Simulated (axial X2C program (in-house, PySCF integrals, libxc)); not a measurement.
# TlNa⁺: bond curves with and without spin–orbit coupling

Aim: find the lowest determinant of TlNa⁺, scan the bond at several levels and fit the constants, once spin-free and once with spin–orbit coupling.

Method: all-electron X2C, Tl dyall-cv3z, Na dyall-cv3z; program: an in-house X2C program for linear molecules on PySCF integrals.

All values are calculated.

## Step 1: Set-up

File task.json:

```json
{"zs": [81, 11], "q": 1, "bas": ["dyall-cv3z", "dyall-cv3z"], "levels": ["PBE0", "HF", "r2SCAN"], "cc": true, "r0": 2.99, "thr": -1.0, "nmax": 90, "npts": 10, "nst": 2, "ntry": 6}
```

Keys: zs atomic numbers; q charge; bas basis sets; levels methods (HF also brings MP2); cc coupled cluster on or off; r0 starting distance in Å; thr threshold in hartree for freezing inner shells (an s shell follows its p shell); nmax most natural virtual spinors; npts points asked for on the curve; nst determinants followed; ntry starts of the search.

The run is started by

```bash
> python so2c.py task.json out
```

Spin-free means the one-electron spin-free X2C Hamiltonian; two-component (2c) means X2C with spin–orbit coupling and atomic mean-field two-electron Coulomb and Gaunt terms. Basis: Tl dyall-cv3z contracted to [12s14p10d7f1g], Na dyall-cv3z contracted to [9s8p5d2f]; Gaussian nuclei, density fitting. Masses: Tl 204.974 u, Na 22.990 u.

Notation: σ, π±, δ± give the projection m of an orbital's angular momentum (0, ±1, ±2), α and β its spin, Λ and M_S the sums; ω is the projection of a spinor's total angular momentum and Ω the sum. Logs are in hartree.

The results follow Hamiltonian by Hamiltonian and level by level.

## Step 2: Which state to follow

PBE0 moves the distance from 2.990 Å to 3.537 Å and compares determinants there.

Spin-free determinants:

```tsv
ΔE (eV)	state	open shells
0.00	M_S = 1/2, Λ = 0	beyond closed shells: σα
1.18	M_S = 1/2, Λ = 1	beyond closed shells: π+α
6.82	M_S = 1/2, Λ = 2	beyond closed shells: δ+α
```

Two-component determinants:

```csv
ΔE (eV),state,open shells
0.00,Ω = 1/2,excess of +ω over −ω: ω = 1/2
1.66,Ω = 3/2,excess of +ω over −ω: ω = 3/2
7.02,Ω = 5/2,excess of +ω over −ω: ω = 5/2
```

## Step 3: PBE0, spin-free

State followed: M_S = 1/2, Λ = 0 (beyond closed shells: σα). The scan is laid around 3.537 Å, a first estimate of the minimum, and this SCF restarts from the orbitals of the search.

The SCF at the reference distance of 3.537 Å:

```text
spin-free X2C-1e  PBE0
basis functions 234  fitting functions 1192  grid points 5089
iter        total energy     max residual
   1     -20411.758898008     1.31e-05
   2     -20411.758898021     7.39e-06
   3     -20411.758898023     5.57e-06
   4     -20411.758898024     1.19e-06
converged
one-electron -28201.47055168  Coulomb 8057.04781633  exact exchange -98.63922060  xc functional -302.00112497  nuclear repulsion 133.30418290
```

Along the bond, energies from the lowest point:

```csv
R (Å),E (eV),μ (D),HOMO (eV),LUMO (eV),iterations
3.325,0.0260,8.33,-8.72,-6.35,9
3.431,0.0080,8.53,-8.65,-6.30,9
3.537,0.0000,8.73,-8.57,-6.25,4
3.661,0.0002,8.96,-8.49,-6.19,9
3.785,0.0085,9.18,-8.40,-6.13,9
3.944,0.0286,9.47,-8.28,-6.05,9
```

Dipoles are positive if Na is the positive end and refer to the centre of mass.

Outer orbitals at the reference distance:

```
symmetry  occupied  ε (eV)             atomic character
     δ-α       yes  -22.40                    100% Tl d
     δ+α       yes  -22.40                    100% Tl d
     δ+β       yes  -22.39                    100% Tl d
     δ-β       yes  -22.39                    100% Tl d
     π-α       yes  -22.29                    100% Tl d
     π+α       yes  -22.29                    100% Tl d
      σα       yes  -22.26                    100% Tl d
     π+β       yes  -22.21                    100% Tl d
     π-β       yes  -22.21                    100% Tl d
      σβ       yes  -22.15                    100% Tl d
      σα       yes  -15.28   88% Tl s, 6% Na p, 3% Na d
      σβ       yes  -14.77   89% Tl s, 5% Na p, 3% Na d
      σα       yes   -8.57  59% Tl p, 30% Na s, 6% Na p
      σβ        no   -6.25  57% Tl p, 37% Na s, 3% Na p
     π+α        no   -6.01   88% Tl p, 8% Na p, 4% Na d
     π-α        no   -6.01   88% Tl p, 8% Na p, 4% Na d
     π+β        no   -5.74   92% Tl p, 5% Na p, 3% Na d
```

PBE0 fields in the half plane through the axis: z from -2.4 to 5.7 Å across, distance from the axis 0.15 to 2.25 Å upwards; Tl lies at z = 0 and Na at z = 3.537 Å; the ELF is damped to zero where the density is low.

log10 density (e/bohr³). Ten even steps from ' ' (-4.91 ) to '@' (1.91 ):
```
  ......::::::::::::::::::::::::::::::::........        
....::::::::----------::::::::::::::::::::::......      
..::::::----------------------------::::::::::......    
::::::----==============------------------::::::......  
::::----====++++++++++======----------====----::::....  
::----====++++******++++========--====++++++==--::......
::----==++++**######**++++==========++**##**++==--::....
::----==++**##%%@@%%##**++========++**##%%##++==--::....
```

ELF. Ten even steps from ' ' (0.00 ) to '@' (0.92 ):
```
                          ::--++++++==::..              
    ..::::::........  ....==##%%@@%%**==::..            
  ..--====----::::::::::--++%%@@@@%%==::..              
..==****++==------------==**@@@@%%==..                  
==####**++==------------==##@@@@**..                    
**%%%%**++====++++++==--==##@@%%--  ..==**==..          
##%%%%**++==++##++##++--==**@@##..  **@@@@%%++..        
##%%%%**====**--==--##====**@@**  ::%%%%::@@##::        
```

Re = 3.594 Å, ωe = 88.3 cm⁻¹, Be = 0.06313 cm⁻¹, De = 1.17 eV, μ = 8.84 D.

## Step 4: HF, spin-free

Output at 3.537 Å:

```text
spin-free X2C-1e  HF
basis functions 234  fitting functions 1192  grid points 5089
iter        total energy     max residual
   1     -20405.675434858     5.89e-01
   2     -20405.710962659     1.04e-02
   3     -20405.711946304     8.77e-03
   4     -20405.712341279     1.00e-03
   5     -20405.712418575     5.70e-04
   6     -20405.712449359     3.26e-04
   7     -20405.712461307     1.57e-04
   8     -20405.712463767     4.79e-05
   9     -20405.712464044     1.79e-05
  10     -20405.712464074     4.85e-06
  11     -20405.712464077     1.46e-06
  12     -20405.712464077     4.39e-07
converged
one-electron -28203.37983872  Coulomb 8059.11311808  exact exchange -394.74992634  xc functional 0.00000000  nuclear repulsion 133.30418290
```

No constants are quoted: too few points lie around the minimum for a second fit to confirm the first.

## Step 5: r2SCAN, spin-free

Output at 3.537 Å:

```text
spin-free X2C-1e  r2SCAN
basis functions 234  fitting functions 1192  grid points 5089
iter        total energy     max residual
   1     -20412.090857266     3.42e-01
   2     -20412.094584215     6.03e-03
   3     -20412.094553405     6.40e-03
   4     -20412.094709666     5.97e-04
   5     -20412.094712619     3.04e-04
   6     -20412.094713818     2.81e-05
   7     -20412.094713840     1.57e-05
   8     -20412.094713849     4.76e-06
   9     -20412.094713850     9.32e-07
converged
one-electron -28201.12298803  Coulomb 8056.70146221  exact exchange 0.00000000  xc functional -400.97737093  nuclear repulsion 133.30418290
```

Re = 3.582 Å, ωe = 90.8 cm⁻¹, Be = 0.06354 cm⁻¹, De = 1.10 eV, μ = 9.24 D.

## Step 6: MP2, spin-free

Correlated methods: 13 electrons correlated (frozen shells, counted by type: Tl 5 s, 4 p, 2 d, 1 f; Na 2 s, 1 p), 297 virtual spinors in MP2.

Output of the correlated part at 3.537 Å:

```text
correlated 13  virtual 297  natural virtual 89  E(MP2) -0.448311921  MP2 remainder -0.011346899
iter   CCSD correlation   residual
   1     -0.394208482   1.08e-01
   2     -0.404067850   3.03e-02
   3     -0.404825486   1.04e-02
   4     -0.404821265   1.75e-03
   5     -0.404831541   4.17e-04
   6     -0.404829330   1.23e-04
   7     -0.404829312   2.77e-05
   8     -0.404829563   9.01e-06
   9     -0.404829449   2.90e-06
  10     -0.404829489   9.22e-07
  11     -0.404829482   2.48e-07
(T) -0.013639126  T1 0.0186  D1 0.0522  max T2 0.067
```

T1 in the output is the amplitude norm over the root of the electron number; divide by √2 for the Lee–Taylor value.

Coupled cluster ran at too few distances for a curve.

MP2: Re = 3.640 Å, ωe = 92.0 cm⁻¹, Be = 0.06156 cm⁻¹, De = 0.941 eV.

## Step 7: A higher determinant, spin-free

State: M_S = 1/2, Λ = 1 (beyond closed shells: π+α).

Output at the reference distance:

```text
spin-free X2C-1e  PBE0
basis functions 234  fitting functions 1192  grid points 5089
iter        total energy     max residual
   1     -20411.715541991     1.79e-05
   2     -20411.715541995     2.20e-05
   3     -20411.715542004     3.94e-06
   4     -20411.715542005     2.29e-06
converged
one-electron -28202.66192091  Coulomb 8058.27389916  exact exchange -98.63858157  xc functional -301.99312158  nuclear repulsion 133.30418290
```

```csv
R (Å),E above the lowest PBE0 point (eV)
3.325,1.179
3.431,1.178
3.537,1.180
3.661,1.184
3.785,1.189
3.944,1.197
```

No constants are quoted: too few points lie around the minimum for a second fit to confirm the first.

## Step 8: The spin-free curves together

Energy (eV) of the followed determinant, spin-free, from each level's lowest point:

```csv
R (Å),PBE0,HF,MP2,r2SCAN
3.325,0.026,0.049,0.039,0.026
3.431,0.008,0.022,0.016,0.007
3.537,0.000,0.007,0.003,0.000
3.661,0.000,0.000,0.000,0.001
3.785,0.009,0.003,0.006,0.011
3.944,0.029,0.019,0.025,0.033
```

## Step 9: PBE0, 2c

State followed: Ω = 1/2 (excess of +ω over −ω: ω = 1/2). The scan is laid around 3.537 Å, a first estimate of the minimum, and this SCF restarts from the orbitals of the search.

Output at 3.537 Å:

```text
two-component X2C + atomic mean field  PBE0
basis functions 234  fitting functions 1192  grid points 5089
iter        total energy     max residual
   1     -20416.460354454     3.48e-06
   2     -20416.460354454     2.38e-06
converged
one-electron -28185.00704584  Coulomb 8055.26353373  exact exchange -98.62905319  xc functional -302.05071905  nuclear repulsion 133.30418290  atomic mean-field constant -19.34125301
```

Along the bond, energies from the lowest point:

```csv
R (Å),E (eV),μ (D),HOMO (eV),LUMO (eV),iterations
3.325,0.0136,9.15,-8.84,-6.70,9
3.431,0.0026,9.39,-8.76,-6.64,9
3.537,0.0000,9.63,-8.69,-6.58,2
3.661,0.0046,9.91,-8.60,-6.52,10
3.785,0.0156,10.20,-8.51,-6.46,10
3.944,0.0368,10.57,-8.39,-6.38,10
```

Dipoles are positive if Na is the positive end and refer to the centre of mass.

Outer spinors at the reference distance:

| ω | occupied | ε (eV) | atomic character | λ mixture |
| --- | --- | --- | --- | --- |
| 3/2 | yes | -23.37 | 100% Tl d | 81% δ, 19% π |
| -3/2 | yes | -23.32 | 100% Tl d | 82% δ, 18% π |
| 1/2 | yes | -23.25 | 100% Tl d | 59% π, 41% σ |
| -1/2 | yes | -23.24 | 100% Tl d | 62% π, 38% σ |
| -5/2 | yes | -21.19 | 100% Tl d | 100% δ |
| 5/2 | yes | -21.17 | 100% Tl d | 100% δ |
| 3/2 | yes | -21.11 | 100% Tl d | 81% π, 19% δ |
| -3/2 | yes | -21.06 | 100% Tl d | 82% π, 18% δ |
| 1/2 | yes | -21.06 | 100% Tl d | 59% σ, 41% π |
| -1/2 | yes | -21.03 | 100% Tl d | 62% σ, 38% π |
| 1/2 | yes | -14.95 | 88% Tl s, 6% Na p, 3% Na d | 100% σ |
| -1/2 | yes | -14.60 | 89% Tl s, 6% Na p, 3% Na d | 100% σ |
| 1/2 | yes | -8.69 | 66% Tl p, 24% Na s, 5% Na p | 87% σ, 13% π |
| -1/2 | no | -6.58 | 73% Tl p, 19% Na s, 4% Na p | 61% σ, 39% π |
| 1/2 | no | -6.13 | 66% Tl p, 27% Na s, 3% Na p | 69% π, 31% σ |
| -1/2 | no | -5.96 | 64% Tl p, 27% Na s, 5% Na p | 57% π, 43% σ |
| 3/2 | no | -5.51 | 82% Tl p, 13% Na p, 4% Na d | 100% π |

PBE0 fields in the half plane through the axis: z from -2.4 to 5.7 Å across, distance from the axis 0.15 to 2.25 Å upwards; Tl lies at z = 0 and Na at z = 3.537 Å; the ELF is damped to zero where the density is low.

log10 density (e/bohr³). Ten even steps from '0' (-5.01 ) to '9' (1.91 ):
```
0111222222222222222211110000
1122233333333222222222111000
1223333444333333332222211100
2233344444444333333333221110
2233445555544433333443322110
2334455666554444344555432211
2334556777655444445676543211
2344567898765444456787543211
```

ELF. Ten even steps from '0' (0.00 ) to '9' (0.86 ):
```
0000000000000123332100000000
0001222211111357874210000000
0133433332223579963100000000
1355544333334689730000000000
3676544444444799400000000000
5776544565444798201564100000
6886546757644797116999510000
7886547343744696029929720000
```

Re = 3.524 Å, ωe = 86.0 cm⁻¹, Be = 0.06566 cm⁻¹, De = 0.730 eV, μ = 9.60 D.

## Step 10: HF, 2c

Output at 3.537 Å:

```text
two-component X2C + atomic mean field  HF
basis functions 234  fitting functions 1192  grid points 5089
iter        total energy     max residual
   1     -20410.296794984     6.87e-01
   2     -20410.333169574     1.04e-02
   3     -20410.334414801     8.80e-03
   4     -20410.334884468     1.07e-03
   5     -20410.335048854     7.96e-04
   6     -20410.335148203     6.66e-04
   7     -20410.335210725     5.02e-04
   8     -20410.335234286     3.58e-04
   9     -20410.335244758     2.51e-04
  10     -20410.335251277     1.21e-04
  11     -20410.335253035     4.27e-05
  12     -20410.335253336     1.84e-05
  13     -20410.335253388     7.88e-06
  14     -20410.335253401     2.53e-06
  15     -20410.335253402     1.07e-06
converged
one-electron -28187.19338851  Coulomb 8057.60640667  exact exchange -394.71120145  xc functional 0.00000000  nuclear repulsion 133.30418290  atomic mean-field constant -19.34125301
```

Re = 3.539 Å, ωe = 91.4 cm⁻¹, ωexe = 0.288 cm⁻¹, Be = 0.0651 cm⁻¹, De = 0.550 eV, μ = 10.74 D.

## Step 11: r2SCAN, 2c

Output at 3.537 Å:

```text
two-component X2C + atomic mean field  r2SCAN
basis functions 234  fitting functions 1192  grid points 5089
iter        total energy     max residual
   1     -20416.707353410     3.21e-01
   2     -20416.711924334     6.16e-03
   3     -20416.711849664     6.92e-03
   4     -20416.712087797     6.07e-04
   5     -20416.712091542     2.54e-04
   6     -20416.712092734     4.30e-05
   7     -20416.712092780     2.21e-05
   8     -20416.712092796     2.46e-06
   9     -20416.712092797     9.64e-07
converged
one-electron -28184.39943421  Coulomb 8054.65675960  exact exchange 0.00000000  xc functional -400.93234808  nuclear repulsion 133.30418290  atomic mean-field constant -19.34125301
```

Re = 3.546 Å, ωe = 88.2 cm⁻¹, Be = 0.06486 cm⁻¹, De = 0.802 eV, μ = 9.75 D.

## Step 12: Correlated methods, 2c

Correlated methods: 13 electrons correlated (frozen shells, counted by type: Tl 5 s, 4 p, 2 d, 1 f; Na 2 s, 1 p), 297 virtual spinors in MP2.

MP2: Re = 3.550 Å, ωe = 87.6 cm⁻¹, Be = 0.0647 cm⁻¹, De = 0.501 eV.

## Step 13: A higher determinant, 2c

State: Ω = 3/2 (excess of +ω over −ω: ω = 3/2).

Output at the reference distance:

```text
two-component X2C + atomic mean field  PBE0
basis functions 234  fitting functions 1192  grid points 5089
iter        total energy     max residual
   1     -20416.399382719     8.88e-06
   2     -20416.399382728     7.73e-06
   3     -20416.399382729     3.03e-06
converged
one-electron -28184.54303563  Coulomb 8054.83791586  exact exchange -98.62506864  xc functional -302.03212421  nuclear repulsion 133.30418290  atomic mean-field constant -19.34125301
```

```csv
R (Å),E above the lowest PBE0 point (eV)
3.325,1.662
3.431,1.659
3.537,1.659
3.661,1.662
3.785,1.666
3.944,1.672
```

Re = 3.473 Å, ωe = 56.1 cm⁻¹, ωexe = 2.15 cm⁻¹, Be = 0.06762 cm⁻¹, μ = 11.76 D. Te = 1.66 eV.

## Step 14: The 2c curves together

Energy (eV) of the followed determinant, 2c, from each level's lowest point:

```csv
R (Å),PBE0,HF,MP2,r2SCAN
3.325,0.014,0.017,0.017,0.018
3.431,0.003,0.004,0.004,0.004
3.537,0.000,0.000,0.000,0.000
3.661,0.005,0.004,0.003,0.003
3.785,0.016,0.016,0.014,0.014
3.944,0.037,0.040,0.035,0.036
```

The whole job took 3.6 min on 1 thread of Intel Xeon Platinum 8259CL at 2.50GHz (Skylake/Cascade Lake), shared host; peak memory 0.83 GiB.

## Step 15: Results

Lowest determinant that the search found at its distance, spin-free: M_S = 1/2, Λ = 0 (beyond closed shells: σα).

Lowest determinant that the search found at its distance, 2c: Ω = 1/2 (excess of +ω over −ω: ω = 1/2).

```tsv
Hamiltonian	level	Re (Å)	ωe (cm⁻¹)	De (eV)	μ (D)
spin-free	PBE0	3.594	88.3	1.17	8.84
spin-free	MP2	3.640	92.0	0.941	n/a
spin-free	r2SCAN	3.582	90.8	1.10	9.24
2c	PBE0	3.524	86.0	0.730	9.60
2c	HF	3.539	91.4	0.550	10.74
2c	MP2	3.550	87.6	0.501	n/a
2c	r2SCAN	3.546	88.2	0.802	9.75
```

Dipoles are positive if Na is the positive end and refer to the centre of mass. No constants: spin-free HF (too few points lie around the minimum for a second fit to confirm the first).

Time per point (s) on 1 thread of Intel Xeon Platinum 8259CL at 2.50GHz (Skylake/Cascade Lake), shared host (2c runs); the times are rough: PBE0 1.6, HF 1.8, MP2 2.3, r2SCAN 1.2.

What this shows: At MP2, going from spin-free to two-component changes Re by -90 mÅ, ωe by -4.8 %; the two runs may stand on different determinants, so this isn't spin–orbit coupling alone. It costs about 1.6 times the time. De moves by -0.44 eV; both De rest on single-determinant atoms, which can miss part of an open shell's spin–orbit lowering.

De refers to Tl + Na+, each in the lowest determinant found, which need not be this curve's own limit. The state is a single determinant with fixed occupations, the lowest that a limited PBE0 search found. Dissociation energies refer to the lowest single-determinant-based atoms at the same level and basis. Density functionals use the spin component along the axis (collinear). The meta-GGAs lack a current-density term, which matters for open shells with orbital currents, atoms included. With the outer-core shells frozen, correlated bond lengths of heavy atoms tend to come out a few hundredths of an ångström too long.
